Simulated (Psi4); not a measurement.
# SiCNClF2 (SMILES N#C[Si](F)(F)Cl) at BLYP/cc-pVDZ

Aim: the energy change on altering one bond length of SiCNClF2 at BLYP/cc-pVDZ, from 2 runs. 

The calculation is run with Psi4 1.11.

11 further runs of the same task are left out: 10 that didn't finish, 1 set aside as unsound or not needed.

## Step 1: The structure to begin with

SiCNClF2: 6 atoms, total charge 0, spin state singlet. SMILES: `N#C[Si](F)(F)Cl`. The shape is that of a PBE0-D4/def2-TZVP optimisation.

Bond lengths: N1–C2 1.150 Å, C2–Si3 1.827 Å, Si3–F4 1.567 Å, Si3–F5 1.567 Å, Si3–Cl6 1.998 Å. Angles: N1–C2–Si3 179.1°, C2–Si3–F4 108.2°, C2–Si3–F5 108.2°, C2–Si3–Cl6 110.3°, F4–Si3–F5 108.8°, F4–Si3–Cl6 110.6°, F5–Si3–Cl6 110.6°.

## Step 2: A single-point energy at BLYP/cc-pVDZ

Contents of calc.dat:

```
memory 2.2 GB

molecule system {
  0 1
  N      1.925400    -1.092200     1.077400
  C      1.030100    -0.609300     0.540000
  Si    -0.394400     0.176700    -0.290300
  F     -1.487900    -0.920300    -0.527700
  F      0.087600     0.719200    -1.679000
  Cl    -1.118900     1.661900     0.833400
  symmetry c1
}

set basis cc-pVDZ
set puream true
set e_convergence 1e-09
set d_convergence 1e-08
set scf_type pk
set dft_radial_points 99
set dft_spherical_points 590

e_tot, wfn = energy("blyp", return_wfn=True)
oeprop(wfn, "MULLIKEN_CHARGES", "DIPOLE", "MAYER_INDICES", title="BLYP")
```

Run with:

```
$ psi4 -i calc.dat -o calc.out -n 1
```

calc.out:

```text
[...]
  Running in c1 symmetry.
[...]
  Nuclear repulsion =  351.977762816507550
[...]
  Multiplicity = 1
[...]
  Nalpha       = 31
  Nbeta        = 31
[...]
    Number of basis functions: 92
[...]
   @RKS iter   1: -1042.11560141626774   -1.29119e-01   7.89888e-03 DIIS/ADIIS
[...]
   @RKS iter  13: -1042.35111299586151   -1.13687e-12   8.44027e-09 DIIS
[...]
    Orbital Energies [Eh]
    ---------------------
    Doubly Occupied:
       1A   -100.781125     2A    -65.655994     3A    -24.344852
       4A    -24.344815     5A    -14.058248     6A     -9.971482
       7A     -9.214382     8A     -7.044451     9A     -7.037205
      10A     -7.037175    11A     -5.213665    12A     -3.634381
      13A     -3.633625    14A     -3.631655    15A     -1.143878
      16A     -1.123733    17A     -0.847650    18A     -0.798680
      19A     -0.572308    20A     -0.489841    21A     -0.470856
      22A     -0.451932    23A     -0.413362    24A     -0.406035
      25A     -0.394853    26A     -0.385203    27A     -0.341581
      28A     -0.332717    29A     -0.327028    30A     -0.322949
      31A     -0.317609
[...]
  @RKS Final Energy: -1042.35111299586151
   => Energetics <=
    Nuclear Repulsion Energy =            351.9777628165075498
    One-Electron Energy =               -2140.2075595841006361
    Two-Electron Energy =                 828.3796588583347784
    DFT Exchange-Correlation Energy =     -82.5009750866032618
    Empirical Dispersion Energy =           0.0000000000000000
    VV10 Nonlocal Energy =                  0.0000000000000000
    Total Energy =                      -1042.3511129958615129
[...]
 Multipole Moments:
 ------------------------------------------------------------------------------------
     Multipole            Electronic (a.u.)      Nuclear  (a.u.)        Total (a.u.)
 ------------------------------------------------------------------------------------
 L = 1.  Multiply by 2.5417464519 to convert [e a0] to [Debye]
 Dipole X            :         -2.0701490            1.5101730           -0.5599760
 Dipole Y            :          0.9558615           -0.5214814            0.4343801
 Dipole Z            :         -1.4721426            1.3238881           -0.1482545
 Magnitude           :                                                    0.7240432
[...]
  Mulliken Charges: (a.u.)
   Center  Symbol    Alpha    Beta     Spin     Total
       1     N     3.51312  3.51312  0.00000 -0.02623
       2     C     3.07725  3.07725  0.00000 -0.15449
       3    SI     6.65562  6.65562  0.00000  0.68876
       4     F     4.60028  4.60028  0.00000 -0.20057
       5     F     4.60025  4.60025  0.00000 -0.20050
       6    CL     8.55348  8.55348  0.00000 -0.10696
   Total alpha = 31.00000, Total beta = 31.00000, Total charge = -0.00000
  Mayer Bond Indices:
[...]
```

Run time: 14 s. Hardware: 1 thread of Intel Xeon 6975P-C (Granite Rapids), shared host; peak memory 1.1 GiB.

## Step 3: The distorted shape: energy and gradient at BLYP/cc-pVDZ

Contents of input.json:

```json
{
  "schema_name": "qcschema_input",
  "schema_version": 1,
  "molecule": {
    "schema_name": "qcschema_molecule",
    "schema_version": 2,
    "symbols": ["N", "C", "Si", "F", "F", "Cl"],
    "geometry": [2.90979273, -2.88410946, 4.13542374, 1.21792093, -1.97156071, 3.11988492, -1.47399394, -0.48623598, 1.55084532, -3.54040945, -2.55926554, 1.10222434, 0.16554001, 1.35909103, -3.17285016, -2.84310051, 2.32038526, 3.67433056],
    "molecular_charge": 0,
    "molecular_multiplicity": 1,
    "fix_symmetry": "c1"
  },
  "driver": "gradient",
  "model": {
    "method": "blyp",
    "basis": "cc-pVDZ"
  },
  "keywords": {
    "puream": true,
    "e_convergence": 1e-09,
    "d_convergence": 1e-08,
    "scf_type": "pk",
    "dft_radial_points": 99,
    "dft_spherical_points": 590
  }
}
```

Run with:

```
$ psi4 --qcschema input.json -n 1 --memory 2200MB
```

stdout (excerpt; [...] marks lines left out):

```text
[...]
  Running in c1 symmetry.
[...]
  Nuclear repulsion =  316.171380593553465
[...]
  Multiplicity = 1
[...]
  Nalpha       = 31
  Nbeta        = 31
[...]
    Number of basis functions: 92
[...]
   @RKS iter   1: -1041.79892943836353   -1.88843e-01   9.56853e-03 DIIS/ADIIS
[...]
   @RKS iter  18: -1042.18648577855379   -5.00222e-12   5.45920e-09 DIIS
[...]
  @RKS Final Energy: -1042.18648577855379
   => Energetics <=
    Nuclear Repulsion Energy =            316.1713805935534651
    One-Electron Energy =               -2068.4688487769117273
    Two-Electron Energy =                 792.4283958273729240
    DFT Exchange-Correlation Energy =     -82.3174134225684639
    Empirical Dispersion Energy =           0.0000000000000000
    VV10 Nonlocal Energy =                  0.0000000000000000
    Total Energy =                      -1042.1864857785537879
[...]
 Multipole Moments:
 ------------------------------------------------------------------------------------
     Multipole            Electronic (a.u.)      Nuclear  (a.u.)        Total (a.u.)
 ------------------------------------------------------------------------------------
 L = 1.  Multiply by 2.5417464519 to convert [e a0] to [Debye]
 Dipole X            :         -2.2261745            1.3070290           -0.9191455
 Dipole Y            :          0.7430361           -0.7501240           -0.0070878
 Dipole Z            :         -0.6429091            1.9091705            1.2662614
 Magnitude           :                                                    1.5647034
[...]
  -Total Gradient:
     Atom            X                  Y                   Z
    ------   -----------------  -----------------  -----------------
       1       -0.048134091497     0.026069087827    -0.028868999445
       2        0.038962997997    -0.023973440346     0.030088870877
       3       -0.051730379830    -0.038167456744     0.041376329423
       4        0.036475219895     0.036493907508     0.015174683367
       5        0.017409317421     0.019555765868    -0.049608877427
       6        0.007007516239    -0.019982538403    -0.008181098278
[...]
```

The result, in JSON:

```text
{
 "driver": "gradient",
 "model": {
  "method": "blyp",
  "basis": "cc-pVDZ"
 },
 "success": true,
 "return_result": [-0.04813409149707715, 0.026069087826512183, -0.028868999444955856, 0.038962997996903725, -0.023973440345651686, 0.030088870877224172, -0.05173037983014854, -0.03816745674355185, 0.04137632942337799, 0.03647521989488328, 0.03649390750795534, 0.015174683366614858, 0.017409317421143263, 0.019555765868200188, -0.04960887742717089, 0.007007516239495373, -0.019982538403215316, -0.008181098278162963],
 "properties": {
  "calcinfo_nbasis": 92,
  "calcinfo_nmo": 92,
  "calcinfo_nalpha": 31,
  "calcinfo_nbeta": 31,
  "calcinfo_natom": 6,
  "nuclear_repulsion_energy": 316.17138059355347,
  "return_energy": -1042.1864857785538,
  "return_gradient": [-0.04813409149707715, 0.026069087826512183, -0.028868999444955856, 0.038962997996903725, -0.023973440345651686, 0.030088870877224172, -0.05173037983014854, -0.03816745674355185, 0.04137632942337799, 0.03647521989488328, 0.03649390750795534, 0.015174683366614858, 0.017409317421143263, 0.019555765868200188, -0.04960887742717089, 0.007007516239495373, -0.019982538403215316, -0.008181098278162963],
  "scf_one_electron_energy": -2068.4688487769117,
  "scf_two_electron_energy": 792.4283958273729,
  "scf_xc_energy": -82.31741342256846,
  "scf_dipole_moment": [-0.9191455055496855, -0.007087827790793977, 1.2662613996952765],
  "scf_total_energy": -1042.1864857785538,
  "scf_total_gradient": [-0.04813409149707715, 0.026069087826512183, -0.028868999444955856, 0.038962997996903725, -0.023973440345651686, 0.030088870877224172, -0.05173037983014854, -0.03816745674355185, 0.04137632942337799, 0.03647521989488328, 0.03649390750795534, 0.015174683366614858, 0.017409317421143263, 0.019555765868200188, -0.04960887742717089, 0.007007516239495373, -0.019982538403215316, -0.008181098278162963],
  "scf_iterations": 18
 }
}
```

It took 35 s on 1 thread of Intel Xeon 6975P-C (Granite Rapids), shared host; peak memory 1.1 GiB.

## Step 4: Outcome

Level: BLYP/cc-pVDZ.

| quantity | value |
| --- | --- |
| first shape: total energy | -1042.35111 Eh |
| first shape: dipole moment | 1.84 D |
| first shape: HOMO energy | -8.64 eV |
| first shape: LUMO energy | -1.88 eV |
| first shape: HOMO–LUMO gap | 6.76 eV |
| distorted shape: total energy | -1042.18649 Eh |
| distorted shape: dipole moment | 3.98 D |
| distorted shape: HOMO energy | -6.31 eV |
| distorted shape: LUMO energy | -5.34 eV |
| distorted shape: HOMO–LUMO gap | 0.97 eV |
| distorted shape: largest force on an atom | 3.931 eV/Å |
| energy change with the Si3–F5 bond stretched from 1.567 to 2.820 Å | 4.480 eV |

One bond (distorted shape) is far stretched, which a spin-restricted single reference describes badly; a broken-symmetry solution may lie lower. With the Si3–F5 bond stretched from 1.567 to 2.820 Å the energy rises by 4.48 eV (432 kJ/mol). The first shape isn't relaxed at this level, so the change isn't measured from a minimum. A restricted reference can't describe the breaking bond well at this length. Mulliken charges (first shape) run from -0.20 on F4 to +0.69 on Si3; they depend strongly on the basis.
